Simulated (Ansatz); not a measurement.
# Co3O4: the cost of one run

Program: Ansatz 0.2.0, driven from Python. Level of theory: DFT r2SCAN+U, plane waves, PAW. These are calculated values, not measurements.

The COD entry's cell or inner coordinates are ideal or old and differ from later refinements, so a difference from it is no clean test against experiment.

## Step 1: The structure

Symmetry: Fd-3m, No. 227, cubic system. Conventional cell: a = 8.065 Å, b = 8.065 Å, c = 8.065 Å, α = 90.00°, β = 90.00°, γ = 90.00°. Around Co (site symmetry -3m) lie 6 O at 1.92 Å. Co (site symmetry -43m) has 4 O at 1.93 Å as nearest neighbours. Around O (site symmetry 3m) lie 4 Co at 1.92 to 1.93 Å.

No structure file is read: the coordinates are typed or built in the script.

## Step 2: Script

pdos_co3o4.py reads:

```python
'''Which atoms and shells make the states of Co3O4.'''

from dataclasses import dataclass
import logging
import sys
import warnings

import ansatz as az
import numpy as np

logging.basicConfig(stream=sys.stdout, format='%(name)s: %(message)s')
logger = logging.getLogger('co3o4')
logger.setLevel(logging.INFO)


@dataclass(frozen=True)
class Settings:
    k_density: float = 3.7
    filling: str = 'fermi_dirac'
    smearing_width: float = 0.1
    extra_bands: int = 34


opts = Settings()


def main() -> None:
    warnings.simplefilter('ignore', az.DeckWarning)

    lattice = az.Lattice.of(
        [0.0, 4.0325, 4.0325],
        [4.0325, 0.0, 4.0325],
        [4.0325, 4.0325, 0.0],
    )
    sites = [
        ('Co', [0.625, 0.625, 0.625]),
        ('Co', [0.125, 0.625, 0.625]),
        ('Co', [0.625, 0.625, 0.125]),
        ('Co', [0.625, 0.125, 0.625]),
        ('Co', [0.0, 0.0, 0.0]),
        ('Co', [0.25, 0.25, 0.25]),
        ('O', [0.388, 0.388, 0.388]),
        ('O', [0.414, 0.862, 0.862]),
        ('O', [0.388, 0.388, 0.836]),
        ('O', [0.862, 0.414, 0.862]),
        ('O', [0.836, 0.388, 0.388]),
        ('O', [0.862, 0.862, 0.862]),
        ('O', [0.388, 0.836, 0.388]),
        ('O', [0.862, 0.862, 0.414]),
    ]
    system = az.Crystal(lattice=lattice)
    for symbol, position in sites:
        system = system.atom(symbol, position)
    system = system.moments(Co=2.5)

    calculation = (
        system.calculation()
        .functional(az.Functional.R2SCAN)
        .spin('collinear')
        .hubbard('Co', 'd', u_eff=5.0)  # penalises fractional filling of this shell
        .kpoints(density=opts.k_density)
        .occupations(opts.filling, width=opts.smearing_width)
        .scf(extra_bands=opts.extra_bands)
        .density_of_states(projected=True, energy_step=0.1)  # states per eV and cell
    )
    try:
        res = calculation.run(threads=1, backend='cpu')
    except az.NonConvergedError as error:
        sys.exit(f'no convergence: {error}')
    except az.RefusalError as error:
        sys.exit(f'input refused: {error}')
    rep = res.report

    dos = res.density_of_states()
    energy = np.asarray(dos.energies_ev) - dos.fermi_ev
    curves = {}
    for site in res.projected_density_of_states().sites:
        for shell in site.shells:
            weight = sum(np.sum(curve.g_bin_mean_per_ev, axis=0) for curve in shell.curves)
            name = f'{site.species} {shell.label}'
            curves[name] = curves.get(name, 0) + weight

    logger.info('E-EF   ' + ' '.join(f'{name:>8s}' for name in curves))
    for e in np.arange(-8, 4 + 0.1, 0.5):
        logger.info(f'{e:5.1f}  ' + ' '.join(f'{np.interp(e, energy, g):8.3f}' for g in curves.values()))


if __name__ == '__main__':
    main()
```

## Step 3: The input behind the calls

The engine receives this input:

```yaml
crystal:
  lattice:
    - [0.0, 4.0325, 4.0325]
    - [4.0325, 0.0, 4.0325]
    - [4.0325, 4.0325, 0.0]
  atoms:
    - { symbol: Co, position: [0.625, 0.625, 0.625] }
    - { symbol: Co, position: [0.125, 0.625, 0.625] }
    - { symbol: Co, position: [0.625, 0.625, 0.125] }
    - { symbol: Co, position: [0.625, 0.125, 0.625] }
    - { symbol: Co, position: [0.0, 0.0, 0.0] }
    - { symbol: Co, position: [0.25, 0.25, 0.25] }
    - { symbol: O, position: [0.388, 0.388, 0.388] }
    - { symbol: O, position: [0.414, 0.862, 0.862] }
    - { symbol: O, position: [0.388, 0.388, 0.836] }
    - { symbol: O, position: [0.862, 0.414, 0.862] }
    - { symbol: O, position: [0.836, 0.388, 0.388] }
    - { symbol: O, position: [0.862, 0.862, 0.862] }
    - { symbol: O, position: [0.388, 0.836, 0.388] }
    - { symbol: O, position: [0.862, 0.862, 0.414] }
kpoints:
  mp_grid:
    kspacing: 0.27027027027027023
hamiltonian:
  xc: r2scan
  hubbard:
    - { species: Co, l: d, u_eff: 5.0 }
magnetization:
  spin_polarized: true
  per_species:
    Co: 2.5
scf:
  n_extra_bands: 34
  occupations:
    method: fermi_dirac
    width: 0.1
output:
  dos:
    de: 0.1
    projected: true
```

## Step 4: Launch

On the command line:

```
> python pdos_co3o4.py
```

**Question.** How long does this script take on 1 thread of Arm Neoverse V1, shared host, and how much memory does it need?

About 18 min, with a peak of 1.9 GiB.
